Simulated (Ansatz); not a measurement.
# C3FeO3: the cost of one run

Program: Ansatz 0.2.0. Level of theory: the levels named in each step. These are calculated values, not measurements.

## (1) Starting point

Bond lengths: O1–C2 1.149 Å, C2–Fe3 1.830 Å, Fe3–C4 1.822 Å, C4–O5 1.149 Å, Fe3–C6 1.824 Å, C6–O7 1.149 Å. Angles: O1–C2–Fe3 166.8°, C2–Fe3–C4 95.9°, C2–Fe3–C6 95.8°, C4–Fe3–C6 96.1°, Fe3–C4–O5 167.0°, Fe3–C6–O7 167.0°.

Structure file:

```xyz
7

O    -1.6207   -1.7486   -0.9199
C    -1.0622   -1.1486   -0.1143
Fe    0.0002   -0.0020    0.8380
C    -0.4639    1.4958   -0.0890
O    -0.7068    2.2922   -0.8813
C     1.5271   -0.3446   -0.0991
O     2.3358   -0.5197   -0.8967
```

## (2) A rough first relaxation, PBE-D4/def2-SVPD

The input, input.yaml:

```yaml
crystal:
  periodic: [false, false, false]
  atoms:
    - { symbol: O, position_ang: [-1.62067, -1.74859, -0.91988] }
    - { symbol: C, position_ang: [-1.06225, -1.14856, -0.11427] }
    - { symbol: Fe, position_ang: [0.00021, -0.00197, 0.83803] }
    - { symbol: C, position_ang: [-0.46392, 1.49582, -0.08902] }
    - { symbol: O, position_ang: [-0.70678, 2.29219, -0.88129] }
    - { symbol: C, position_ang: [1.52711, -0.34458, -0.09912] }
    - { symbol: O, position_ang: [2.33583, -0.51972, -0.89672] }
magnetization:
  spin_polarized: true
  initial_magnetization: 2
basis:
  gaussian: { orbitals: def2-SVPD }
hamiltonian:
  xc: pbe
  dispersion: d4
relax:
  f_tol: 0.03
  max_steps: 200
```

Started as:

```bash
$ ansatz run input.yaml --threads 8 --pin off --max-ram 22528MiB --backend cpu --events-out ev --progress --plain --runs-dir out
```

Q: Estimate wall time and peak memory on 8 threads of AMD EPYC (Zen 3), shared host.

About 71 s, with a peak of 0.4 GiB.
